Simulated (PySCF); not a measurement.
# C10H13BF3Se: the cost of one run

The runs use PySCF 2.14.0, with density-fitted response routines of our own; the level of theory stands in each step. All values are computed, except where a source is named. Atoms are numbered from 0 throughout.

3 further runs of the same task are left out: 3 for a faulty analytic Hessian.

**1. The molecule as given**

28 atoms, charge -1, multiplicity 1; geometry from: GFN2-xTB.

Bonds of the start (Å): C0–C1 1.52, C1–C2 1.53, C2–C3 1.52, C3–Se4 1.98, Se4–C5 1.94, C5–C6 1.38, C6–C7 1.38, C7–C8 1.39, C8–B9 1.64, B9–F10 1.41, B9–F11 1.40, B9–F12 1.40, C8–C13 1.39, C13–C14 1.38, C14–C5 1.38, C0–H15 1.09, C0–H16 1.09, C0–H17 1.09, C1–H18 1.09, C1–H19 1.09, C2–H20 1.09, C2–H21 1.09, C3–H22 1.09, C3–H23 1.09, C6–H24 1.08, C7–H25 1.08, C13–H26 1.08, C14–H27 1.08.

**2. Optimising the geometry at PBE0-D3(BJ)/def2-SVP**

Job settings and geometry (Å):

```
{"job": {"xc": "PBE0", "basis": "def2-SVP", "d3": "d3bj", "grid": 1, "kind": "geom"}, "charge": -1, "multiplicity": 1}
C      6.448370     1.053460     0.268190
C      4.938980     1.263140     0.239180
C      4.189810    -0.042370    -0.019740
C      2.688160     0.175630    -0.036240
Se     1.703700    -1.533050    -0.247520
C     -0.070890    -0.760040    -0.105830
C     -0.480810    -0.213260     1.098660
C     -1.720300     0.394060     1.176840
C     -2.578920     0.452590     0.082010
B     -4.022870     1.227550     0.177740
F     -3.850980     2.595730    -0.112670
F     -4.571850     1.125410     1.465240
F     -4.947630     0.704030    -0.737840
C     -2.145550    -0.131800    -1.104430
C     -0.904190    -0.733800    -1.210590
H      6.797980     0.663950    -0.685610
H      6.717090     0.341570     1.046010
H      6.962710     1.991560     0.467020
H      4.684740     1.986670    -0.539230
H      4.612260     1.679580     1.195130
H      4.441410    -0.767190     0.759660
H      4.506290    -0.465370    -0.977000
H      2.384870     0.819730    -0.864510
H      2.340570     0.618670     0.899260
H      0.168310    -0.260240     1.965140
H     -2.041920     0.830830     2.112150
H     -2.802090    -0.108140    -1.962880
H     -0.578040    -1.180010    -2.141920
```

**Question.** How long does this first job take on 8 threads of Intel Xeon Platinum 8488C (Sapphire Rapids), shared host?

About 8.4 min.
